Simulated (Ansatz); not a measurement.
**C₆H₁₅GaO: a ladder of functionals and wavefunction methods**

One table from this session's results is given with a row withheld; the runs are named, their logs left out.

Program: Ansatz 0.2.0, Gaussian basis. Level of theory: functionals in def2-TZVPP, the program's frozen cores in correlated methods. These are calculated values, not measurements.

The runs, in order: LDA (SPW92), PBE-D4, revPBE-D4, BLYP-D4, r2SCAN-D4, B97M-V, PBE0-D4, B3LYP-D4, r2SCANh-D4, r2SCAN0-D4, HSE06-D4, BHLYP-D4, CAM-B3LYP-D4, LC-ωPBE, ωB97X-V, ωB97M-V, B2PLYP, PBE-QIDH; CCSD(T)/def2-SVP; CCSD(T)/def2-TZVPP; MP2/def2-QZVPP; extrapolation to the limit; RPA on PBE.

## The relaxed structure

An earlier PBE0-D4 in a triple-zeta def2 set relaxation fixed the geometry.

SMILES `C[CH](C)[Ga]([OH])[CH](C)C`, 23 atoms, charge 0, spin multiplicity 1.

Atoms are counted from 1 here; the program's logs count them from 0.

Bond lengths: C1–C2 1.523 Å, C1–H9 1.097 Å, C1–H10 1.095 Å, C1–H11 1.094 Å, C2–C3 1.527 Å, C2–Ga4 1.990 Å, C2–H12 1.098 Å, C3–H13 1.094 Å, C3–H14 1.095 Å, C3–H15 1.097 Å, Ga4–O5 1.805 Å, Ga4–C6 1.981 Å, O5–H16 0.959 Å, C6–C7 1.528 Å, C6–C8 1.525 Å, C6–H17 1.096 Å, C7–H18 1.094 Å, C7–H19 1.097 Å and more. Angles: C2–C1–H9 111.3°, C2–C1–H10 111.6°, C2–C1–H11 112.2°, H9–C1–H10 106.8°, H9–C1–H11 107.2°, H10–C1–H11 107.5°, C1–C2–C3 111.6°, C1–C2–Ga4 112.7°, C1–C2–H12 108.4°, C3–C2–Ga4 110.7°, C3–C2–H12 107.8°, Ga4–C2–H12 105.4°, C2–C3–H13 112.3°, C2–C3–H14 111.6°, C2–C3–H15 111.1°, H13–C3–H14 107.4°, H13–C3–H15 107.4°, H14–C3–H15 106.8° and more.

As a file:

```
C     0.7265    1.8535   -2.2734
C     0.9126    1.4384   -0.8201
C     2.3040    0.8587   -0.5745
Ga   -0.4939    0.1760   -0.1974
O    -1.8194   -0.2303   -1.3538
C    -0.6845   -0.8317    1.4979
C    -0.1904   -2.2635    1.2936
C    -2.1268   -0.8169    1.9919
H     1.4985    2.5675   -2.5850
H     0.7972    0.9949   -2.9492
H    -0.2429    2.3291   -2.4466
H     0.8039    2.3298   -0.1882
H     2.4627    0.5910    0.4739
H     2.4771   -0.0423   -1.1720
H     3.0857    1.5766   -0.8508
H    -1.7480    0.2079   -2.2038
H    -0.0454   -0.3498    2.2466
H     0.8603   -2.3066    0.9909
H    -0.2849   -2.8433    2.2200
H    -0.7768   -2.7821    0.5292
H    -2.4752    0.1923    2.2282
H    -2.8068   -1.2283    1.2412
H    -2.2336   -1.4209    2.9015
```

Set-up of the first run:

Contents of in.yaml:

```yaml
crystal:
  periodic: [false, false, false]
  atoms:
    - {symbol: C, position_ang: [0.726538, 1.853508, -2.273448]}
    - {symbol: C, position_ang: [0.912649, 1.438374, -0.820126]}
    - {symbol: C, position_ang: [2.304004, 0.858749, -0.574460]}
    - {symbol: Ga, position_ang: [-0.493856, 0.176006, -0.197448]}
    - {symbol: O, position_ang: [-1.819380, -0.230313, -1.353845]}
    - {symbol: C, position_ang: [-0.684453, -0.831701, 1.497851]}
    - {symbol: C, position_ang: [-0.190446, -2.263538, 1.293579]}
    - {symbol: C, position_ang: [-2.126832, -0.816949, 1.991851]}
    - {symbol: H, position_ang: [1.498522, 2.567536, -2.584964]}
    - {symbol: H, position_ang: [0.797199, 0.994915, -2.949190]}
    - {symbol: H, position_ang: [-0.242928, 2.329134, -2.446563]}
    - {symbol: H, position_ang: [0.803949, 2.329832, -0.188189]}
    - {symbol: H, position_ang: [2.462706, 0.591041, 0.473920]}
    - {symbol: H, position_ang: [2.477064, -0.042314, -1.171982]}
    - {symbol: H, position_ang: [3.085665, 1.576568, -0.850797]}
    - {symbol: H, position_ang: [-1.748016, 0.207911, -2.203769]}
    - {symbol: H, position_ang: [-0.045391, -0.349818, 2.246616]}
    - {symbol: H, position_ang: [0.860272, -2.306586, 0.990863]}
    - {symbol: H, position_ang: [-0.284931, -2.843326, 2.220002]}
    - {symbol: H, position_ang: [-0.776757, -2.782140, 0.529182]}
    - {symbol: H, position_ang: [-2.475154, 0.192312, 2.228217]}
    - {symbol: H, position_ang: [-2.806756, -1.228268, 1.241177]}
    - {symbol: H, position_ang: [-2.233648, -1.420931, 2.901531]}
basis:
  gaussian: {orbitals: def2-TZVPP}
hamiltonian: {xc: lda}
output: {orbitals: {seedname: orbitals}}
```

On the command line:

```bash
$ ansatz run in.yaml --threads 4 --pin off --events-out ev --progress --plain --max-ram 66560MiB --backend cuda --devices 0, --max-vram 37GiB
```

Steps of the session up to this table: LDA; PBE-D4 (GGA); revPBE-D4 (GGA); BLYP-D4 (GGA); r2SCAN-D4 (meta-GGA); B97M-V (meta-GGA); PBE0-D4 (hybrid); B3LYP-D4 (hybrid); r2SCANh-D4 (hybrid); r2SCAN0-D4 (hybrid); HSE06-D4 (hybrid); BHLYP-D4 (hybrid); CAM-B3LYP-D4 (range-separated); LC-ωPBE (range-separated); ωB97X-V (range-separated); ωB97M-V (range-separated); B2PLYP (double hybrid); PBE-QIDH (double hybrid).

One of the session's tables, all rows but one given; the rest of the session is left out.

It belongs to the step «Orbital energies across the functionals». 

| functional | HOMO (eV) | gap (eV) |
| --- | --- | --- |
| LDA (SPW92) | -5.71 | 4.23 |
| PBE-D4 | -5.58 | 4.41 |
| revPBE-D4 | -5.53 | 4.51 |
| BLYP-D4 | -5.47 | 4.35 |
| r2SCAN-D4 | -5.79 | 4.86 |
| B97M-V | -5.88 | 4.72 |
| PBE0-D4 | -6.73 | 6.36 |
| B3LYP-D4 | -6.55 | 5.89 |
| r2SCANh-D4 | ? | ? |
| r2SCAN0-D4 | -6.87 | 6.64 |
| HSE06-D4 | -6.34 | 5.60 |
| BHLYP-D4 | -7.82 | 8.17 |
| CAM-B3LYP-D4 | -8.04 | 8.54 |
| LC-ωPBE | -9.34 | 11.07 |
| ωB97X-V | -9.00 | 10.50 |
| ωB97M-V | -8.88 | 10.10 |

Estimate the missing values for r2SCANh-D4.

Worked estimate for «HOMO (eV)». Against the share of exact exchange, r2SCAN-D4 (0, -5.79), r2SCAN0-D4 (0.25, -6.87) give a slope of -4.32 per unit share; at 0.1 the line stands at -6.22.

As computed: HOMO (eV): -6.22; gap (eV): 5.57. In «HOMO (eV)» the line misses by 0.00.
